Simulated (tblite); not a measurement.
# C7H11NSi2: the cost of one run

The runs use tblite 0.8.0 and PySCF 2.14.0, with density-fitted response routines of our own; the level of theory stands in each step. All values are computed, except where a source is named. Atoms count from 0, in the outputs and in this text.

### Step 1. The starting structure

21 atoms, charge 0, multiplicity 1; geometry from: force field or distance geometry start.

Bonds of the start (Å): C0–C1 1.52, C1–C2 1.30, C2–Si3 1.85, Si3–C4 1.85, C4–C5 1.48, C5–C6 1.32, C6–Si7 1.82, Si7–C8 1.85, C8–N9 1.15, Si7–C1 1.81, C0–H10 1.09, C0–H11 1.10, C0–H12 1.11, C2–H13 1.09, Si3–H14 1.48, Si3–H15 1.49, C4–H16 1.09, C4–H17 1.13, C5–H18 1.10, C6–H19 1.09, Si7–H20 1.47.

### Step 2. Relaxing the molecule with GFN2-xTB

The job: settings as JSON, then the geometry in Å.

```
{"job": {"kind": "relax", "xc": "GFN2-xTB", "basis": "xTB"}, "charge": 0, "multiplicity": 1}
C      2.666200     0.684400     0.361500
C      1.180000     0.427800     0.170000
C      0.487900     1.490800    -0.136100
Si    -1.320200     1.660800    -0.464100
C     -2.366100     0.453000     0.475200
C     -2.127700    -0.978900     0.190000
C     -1.028400    -1.714400     0.154900
Si     0.723500    -1.302200     0.444400
C      1.666500    -2.286600    -0.799600
N      2.266700    -2.886000    -1.574700
H      2.882200     1.754800     0.338400
H      3.159500     0.079400    -0.418900
H      2.912700     0.253900     1.355700
H      1.051600     2.419900    -0.231100
H     -1.635100     1.677500    -1.910400
H     -1.703000     3.013400     0.038500
H     -2.387600     0.681800     1.540300
H     -3.418400     0.628900     0.108700
H     -3.030300    -1.566600    -0.027400
H     -1.199200    -2.764300    -0.075800
H      1.210000    -1.710600     1.769400
```

Command:

```bash
> OMP_NUM_THREADS=1 python probes_run.py task.json out
```

This one command runs all jobs of the session in turn.

Q: Estimate the wall time and peak memory of this first job on 1 thread of Arm Neoverse V1, shared host.

About 1.9 s, with a peak of 0.18 GiB.
